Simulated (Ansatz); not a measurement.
# CH5BFGa: basis-set convergence

An exercise on one series of results from a longer session: the logs are not shown, and one member is left open.

Program: Ansatz 0.2.0, Gaussian basis. Level of theory: one geometry, several basis sets. These are calculated values, not measurements.

Plan: PBE0-D4/def2-SVP; ωB97M-V/def2-SVP; PBE0-D4/def2-QZVPP; ωB97M-V/def2-QZVPP; the functionals' def2-TZVPP values are taken from earlier runs.

**Structure used throughout**

An earlier PBE0-D4 in a triple-zeta def2 set relaxation fixed the geometry.

9 atoms, charge 0, spin multiplicity 1.

Atoms are counted from 1 here; the program's logs count them from 0.

Bond lengths: B1–C2 1.461 Å, B1–Ga4 2.213 Å, B1–H5 1.236 Å, B1–H6 1.189 Å, C2–F3 1.352 Å, C2–Ga4 2.261 Å, C2–H7 1.090 Å, Ga4–H8 1.561 Å, Ga4–H9 1.560 Å. Angles: C2–B1–Ga4 72.7°, C2–B1–H5 112.8°, C2–B1–H6 126.8°, Ga4–B1–H5 70.4°, Ga4–B1–H6 117.0°, H5–B1–H6 119.8°, B1–C2–F3 123.2°, B1–C2–Ga4 69.2°, B1–C2–H7 126.3°, F3–C2–Ga4 120.4°, F3–C2–H7 109.8°, Ga4–C2–H7 92.5°, B1–Ga4–C2 38.1°, B1–Ga4–H8 126.3°, B1–Ga4–H9 105.3°, C2–Ga4–H8 104.1°, C2–Ga4–H9 129.6°, H8–Ga4–H9 125.2°.

The first run:

The input, in.yaml:

```yaml
crystal:
  periodic: [false, false, false]
  atoms:
    - {symbol: B, position_ang: [-0.386258, 0.926609, 0.477319]}
    - {symbol: C, position_ang: [0.826842, 0.725695, -0.311256]}
    - {symbol: F, position_ang: [2.071871, 0.835751, 0.205240]}
    - {symbol: Ga, position_ang: [-0.328357, -1.206924, -0.106110]}
    - {symbol: H, position_ang: [-1.414618, 0.639956, -0.145904]}
    - {symbol: H, position_ang: [-0.448021, 1.166126, 1.640697]}
    - {symbol: H, position_ang: [0.884079, 0.630910, -1.395901]}
    - {symbol: H, position_ang: [-0.391020, -1.768579, -1.561218]}
    - {symbol: H, position_ang: [-0.725917, -1.995846, 1.180131]}
basis:
  gaussian: {orbitals: def2-SVP}
hamiltonian: {xc: pbe0, dispersion: d4}
output: {orbitals: {seedname: orbitals}}
```

Launch:

```bash
> ansatz run in.yaml --threads 2 --pin off --events-out ev --progress --plain --max-ram 4352MiB
```

Among the steps run: PBE0-D4 in def2-SVP; ωB97M-V in def2-SVP; PBE0-D4 in def2-QZVPP; ωB97M-V in def2-QZVPP.

One table of the session follows, with a row left open; its other results are not shown here.

It belongs to the step «Functionals by basis». 

```
functional       basis  HOMO (eV)  LUMO (eV)
   PBE0-D4    def2-SVP      -7.49      -1.92
   PBE0-D4  def2-TZVPP      -7.54      -1.95
   PBE0-D4  def2-QZVPP      -7.55      -1.97
   ωB97M-V    def2-SVP      -9.57      -0.09
   ωB97M-V  def2-TZVPP      -9.65      -0.16
   ωB97M-V  def2-QZVPP          ?          ?
```

**Question.** Estimate the row for ωB97M-V, def2-QZVPP.

**Answer.** HOMO (eV): -9.66; LUMO (eV): -0.25. In the column «HOMO (eV)» it is the lowest.
